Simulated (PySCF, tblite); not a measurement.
# C4HClF3N: geometry, infrared bands and NMR shifts

Aim: predict the infrared bands and NMR shifts of C4HClF3N (`N#C/C(Cl)=C\C(F)(F)F`).

The runs use tblite 0.8.0 and PySCF 2.14.0, with density-fitted response routines of our own; the level of theory stands in each step. All values are computed, except where a source is named. Atoms count from 0, in the outputs and in this text.

### Step 1. The starting structure

10 atoms, charge 0, multiplicity 1; geometry from: force field or distance geometry start.

Bonds of the start (Å): N0–C1 1.14, C1–C2 1.45, C2–Cl3 1.76, C2–C4 1.31, C4–C5 1.49, C5–F6 1.38, C5–F7 1.36, C5–F8 1.37, C4–H9 1.06.

### Step 2. Optimising the geometry with GFN2-xTB

The job: settings as JSON, then the geometry in Å.

```
{"job": {"kind": "relax", "xc": "GFN2-xTB", "basis": "xTB"}, "charge": 0, "multiplicity": 1}
N      0.119400     2.699700    -0.101600
C      0.547500     1.641900    -0.023600
C      1.124900     0.317900     0.083700
Cl     2.866800     0.130800     0.216900
C      0.358200    -0.741400     0.068700
C     -1.121200    -0.596200    -0.062600
F     -1.641100    -0.854100     1.191200
F     -1.523700    -1.507600    -0.987000
F     -1.470900     0.641900    -0.542400
H      0.749100    -1.728400     0.134200
```

Launch:

```console
OMP_NUM_THREADS=1 python probes_run.py task.json out
```

One launch serves the whole session: the jobs run in the order shown.

**Question.** This job is followed by: GFN2-xTB harmonic vibrations, gas phase; GIAO PBE0/pcSseg-1 NMR shielding, non-relativistic, gas phase. Predict these results of the whole session: strongest single infrared mode (GFN2-xTB); zero-point energy (GFN2-xTB); 13C shifts against TMS (PBE0/pcSseg-1); 1H shifts against TMS (PBE0/pcSseg-1); 15N shifts against NH3 (PBE0/pcSseg-1); 35Cl shifts against HCl (PBE0/pcSseg-1); 19F shifts against CFCl3 (PBE0/pcSseg-1, means over atoms taken as alike).

The runs gave:

| quantity | value |
| --- | --- |
| strongest single infrared mode (GFN2-xTB) | 1048 cm⁻¹, 337 km/mol |
| zero-point energy (GFN2-xTB) | 27.7 kcal/mol |
| 13C shifts against TMS (PBE0/pcSseg-1) | 145.1, 130.4, 129.8, 116.5 ppm |
| 1H shifts against TMS (PBE0/pcSseg-1) | 6.85 ppm |
| 15N shifts against NH3 (PBE0/pcSseg-1) | 344.5 ppm |
| 35Cl shifts against HCl (PBE0/pcSseg-1) | 302 ppm |
| 19F shifts against CFCl3 (PBE0/pcSseg-1, means over atoms taken as alike) | -71.3 ppm |

**Reading.** Relaxing lowered the energy by 0.474 eV in 75 steps; the close pair that moved most is C5–F6, from 1.382 to 1.342 Å. No mode is imaginary among the 24: a minimum at this level. The strongest single mode, at 1048 cm⁻¹, moves mainly C5. Unscaled tight-binding wavenumbers are off by several per cent, some by more. Its intensities can rank the bands wrongly. At PBE0/pcSseg-1: The largest span, 505 ppm, is at Cl3, where the paramagnetic term is -496 ppm.
